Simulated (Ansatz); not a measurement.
# BClH6SiSn: one species, many methods

How much do the methods differ for BClH6SiSn? The plan is to run it at one geometry with functionals of several rungs and with coupled cluster, and see how far each lands from CCSD(T) at the basis-set limit for the atomisation energy.

Method: functionals in def2-TZVPP, the program's frozen cores in correlated methods; program: Ansatz 0.2.0, Gaussian basis.

Plan: LDA (SPW92), PBE-D4, revPBE-D4, BLYP-D4, r2SCAN-D4, B97M-V, PBE0-D4, B3LYP-D4, r2SCANh-D4, r2SCAN0-D4, HSE06-D4, BHLYP-D4, CAM-B3LYP-D4, LC-ωPBE, ωB97X-V, ωB97M-V, B2PLYP, PBE-QIDH; CCSD(T)/def2-SVP; CCSD(T)/def2-TZVPP; MP2/def2-QZVPP; extrapolation to the limit; RPA on PBE.

## 1. Structure used throughout

An earlier PBE0-D4 in a triple-zeta def2 set relaxation fixed the geometry. Sn takes the def2 core potential; no spin-orbit term is included.

SMILES `B[SiH](Cl)[SnH3]`, 10 atoms, charge 0, spin multiplicity 1.

Atoms are counted from 1 here; the program's logs count them from 0.

Bond lengths: B1–Si2 1.875 Å, B1–H5 1.199 Å, B1–H6 1.193 Å, Si2–Cl3 2.041 Å, Si2–Sn4 2.853 Å, Si2–H7 1.483 Å, Sn4–H8 1.702 Å, Sn4–H9 1.710 Å, Sn4–H10 1.709 Å. Angles: Si2–B1–H5 114.9°, Si2–B1–H6 121.3°, H5–B1–H6 123.1°, B1–Si2–Cl3 126.0°, B1–Si2–Sn4 59.1°, B1–Si2–H7 126.6°, Cl3–Si2–Sn4 107.9°, Cl3–Si2–H7 106.7°, Sn4–Si2–H7 99.5°, Si2–Sn4–H8 132.1°, Si2–Sn4–H9 95.2°, Si2–Sn4–H10 101.5°, H8–Sn4–H9 108.5°, H8–Sn4–H10 108.8°, H9–Sn4–H10 108.8°.

As a file:

```
B    -1.1083    0.8432   -0.1333
Si    0.6586    1.4391    0.0629
Cl    1.6157    1.7899    1.8314
Sn    0.0597   -1.3475   -0.0718
H    -1.4863    0.7476   -1.2673
H    -1.8371    0.7424    0.8064
H     1.6877    1.5193   -1.0021
H    -1.4061   -2.2050    0.0369
H     1.0447   -1.7836    1.2562
H     0.8545   -1.7964   -1.5163
```

## 2. LDA

This LDA is Slater exchange with PW92 correlation.

The input, in.yaml:

```yaml
crystal:
  periodic: [false, false, false]
  atoms:
    - {symbol: B, position_ang: [-1.108335, 0.843177, -0.133313]}
    - {symbol: Si, position_ang: [0.658573, 1.439060, 0.062870]}
    - {symbol: Cl, position_ang: [1.615730, 1.789941, 1.831431]}
    - {symbol: Sn, position_ang: [0.059693, -1.347531, -0.071801]}
    - {symbol: H, position_ang: [-1.486294, 0.747615, -1.267350]}
    - {symbol: H, position_ang: [-1.837099, 0.742422, 0.806397]}
    - {symbol: H, position_ang: [1.687691, 1.519259, -1.002123]}
    - {symbol: H, position_ang: [-1.406063, -2.205029, 0.036887]}
    - {symbol: H, position_ang: [1.044711, -1.783587, 1.256178]}
    - {symbol: H, position_ang: [0.854495, -1.796428, -1.516275]}
basis:
  gaussian: {orbitals: def2-TZVPP}
hamiltonian: {xc: lda}
output: {orbitals: {seedname: orbitals}}
```

Command:

```console
$ ansatz run in.yaml --threads 4 --pin off --events-out ev --progress --plain --max-ram 10444MiB
```

After this run come: PBE-D4 (GGA); revPBE-D4 (GGA); BLYP-D4 (GGA); r2SCAN-D4 (meta-GGA); B97M-V (meta-GGA); PBE0-D4 (hybrid); B3LYP-D4 (hybrid); r2SCANh-D4 (hybrid); r2SCAN0-D4 (hybrid); HSE06-D4 (hybrid); BHLYP-D4 (hybrid); CAM-B3LYP-D4 (range-separated); LC-ωPBE (range-separated); ωB97X-V (range-separated); ωB97M-V (range-separated); B2PLYP (double hybrid); PBE-QIDH (double hybrid); CCSD(T) in def2-SVP; CCSD(T) in def2-TZVPP; MP2 in def2-QZVPP; RPA on PBE orbitals.

Q: Predict the results of all the runs planned. Wanted: atomisation energy, CCSD(T)/CBS; farthest beyond LDA; mean size of error, GGA; mean size of error, meta-GGA; mean size of error, hybrid; mean size of error, range-separated; mean size of error, double hybrid; gap, smallest and largest; T1 diagnostic.

As calculated:

| quantity | value |
| --- | --- |
| atomisation energy, CCSD(T)/CBS | 661.7 kcal/mol |
| functionals within 6.6 kcal/mol (1.0 %) | PBE-D4, r2SCAN-D4, PBE0-D4, B3LYP-D4, r2SCANh-D4, r2SCAN0-D4, HSE06-D4, CAM-B3LYP-D4, ωB97X-V, ωB97M-V |
| farthest beyond LDA | B2PLYP (-15.0 kcal/mol) |
| mean size of error, GGA | 8.2 kcal/mol |
| mean size of error, meta-GGA | 8.4 kcal/mol |
| mean size of error, hybrid | 5.1 kcal/mol |
| mean size of error, range-separated | 4.6 kcal/mol |
| mean size of error, double hybrid | 11.3 kcal/mol |
| gap, smallest and largest | 3.66 eV (LDA (SPW92)), 9.72 eV (LC-ωPBE) |
| T1 diagnostic | 0.0129 |
| triples share of the correlation energy | 3.7 % |

What this shows: The LDA atomisation energy is off by 84.8 kcal/mol (13 %): it overbinds. PBE-D4 misses by +0.1 kcal/mol. Double hybrids carry the basis error of their MP2 part in triple zeta, and no dispersion term here, so their miss is partly the set-up's. The rungs range-separated, hybrid miss on average by less than the doubt on the reference (6.6 kcal/mol), so they tie. The reference freezes the cores and leaves out spin-orbit coupling and excitations past (T), and its outer-core shells are covered unevenly, so misses under about 6.6 kcal/mol can't be ranked. All levels share the lack of spin-orbit coupling, which lowers the free heavy atoms and so the true binding. Hartree-Fock recovers 73 % of the binding; the rest is correlation. CCSD(T) in def2-SVP is off by -49.4 kcal/mol, which most functionals beat. The gap grows from 3.7 to 9.7 eV across the functionals, mostly with the share of exact exchange. Correlated methods include outer-core shells of Sn, which these sets cover unevenly.
